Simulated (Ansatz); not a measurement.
# SrAlGe: the cost of one run

Computed with Ansatz 0.2.0 through its Python package. Level of theory: DFT r2SCAN, plane waves, PAW.

### Step 1. Starting point

The structure is hexagonal, space group P-6m2 (No. 187). Conventional cell: a = 4.297 Å, b = 4.297 Å, c = 4.779 Å, α = 90.00°, β = 90.00°, γ = 120.00°. Around Sr (site symmetry -6m2) lie 6 Al at 3.44 Å and 6 Ge at 3.44 Å. Around Al (site symmetry -6m2) lie 3 Ge at 2.48 Å. Around Ge (site symmetry -6m2) lie 3 Al at 2.48 Å.

No structure file is read: the coordinates are typed or built in the script.

### Step 2. The code

sralge_compress.py

```python
import ansatz as az
import numpy as np
import pandas as pd

def edges_and_angles(cell):
    cell = np.asarray(cell)
    a, b, c = np.linalg.norm(cell, axis=1)
    cosines = cell[1] @ cell[2] / (b * c), cell[0] @ cell[2] / (a * c), cell[0] @ cell[1] / (a * b)
    return (a, b, c, *np.degrees(np.arccos(cosines)))


def main() -> None:
    system = (
        az.Lattice.of((4.29652, 0.0, 0.0), (-2.14826, 3.7209, 0.0), (0.0, 0.0, 4.77902))
        .atom("Sr", (0.0, 0.0, 0.0))
        .atom("Al", (2 / 3, 1 / 3, 0.5))
        .atom("Ge", (1 / 3, 2 / 3, 0.5))
    )

    base = system.calculation()
    base = base.kpoints(5, 5, 4, center="gamma")
    base = base.functional(az.Functional.R2SCAN).basis(14 * az.Ha, xc_grid=2)
    base = base.scf(tolerance=1e-05)
    base = base.mixing("broyden", beta=0.5)
    base = base.occupations("gaussian", width=300 * az.meV)

    rows = []
    for pressure in [-2, 0, 2, 5, 10]:
        res = base.relax(cell=True, pressure=pressure, force_tolerance=0.001, density_extrapolation="none").run(threads=1)
        cell = res.lattice.cell_ang
        n_atoms = len(res.lattice.sites)
        volume = abs(np.linalg.det(cell)) / n_atoms
        enthalpy = res.report["free_energy_ev"] / n_atoms + pressure * volume / 160.21766
        rows.append((pressure, volume, enthalpy, *edges_and_angles(cell)))
        print(f"{pressure} GPa done: {volume:.4f} A^3/atom")

    table = pd.DataFrame(rows, columns=["P_GPa", "V_A3_atom", "H_eV_atom", "a", "b", "c", "alpha", "beta", "gamma"])
    print(table.round(4).to_string(index=False))
    p, v = np.array([row[0] for row in rows], float), np.array([row[1] for row in rows])
    print("mean bulk modulus between rows (GPa):", np.round(-np.diff(p) / np.diff(np.log(v)), 1))


if __name__ == "__main__":
    main()
```

### Step 3. The calls as engine input

The package turns the script's settings into the engine's input (first run):

```yaml
crystal:
  lattice:
    - [4.29652, 0.0, 0.0]
    - [-2.14826, 3.7209, 0.0]
    - [0.0, 0.0, 4.77902]
  atoms:
    - { symbol: Sr, position: [0.0, 0.0, 0.0] }
    - { symbol: Al, position: [0.6666666666666666, 0.3333333333333333, 0.5] }
    - { symbol: Ge, position: [0.3333333333333333, 0.6666666666666666, 0.5] }
basis:
  ecutwfc: 380.959407443832
  xc_grid: 2
kpoints:
  mp_grid:
    grid: [5, 5, 4]
    shift: [0.0, 0.0, 0.0]
hamiltonian:
  xc: r2scan
scf:
  convergence:
    dr2_threshold: 1.0e-05
  mixing:
    algorithm: broyden
    beta: 0.5
  occupations:
    method: gaussian
    width: 0.3
relax:
  f_tol: 0.001
  density_extrapolation: none
  cell:
    p_target: -2.0
```

### Step 4. Launch

Launch:

```sh
> python sralge_compress.py
```

Q: Estimate wall time and peak memory on 1 thread of Arm Neoverse V2, shared host.

About 52 s, with a peak of 0.48 GiB.
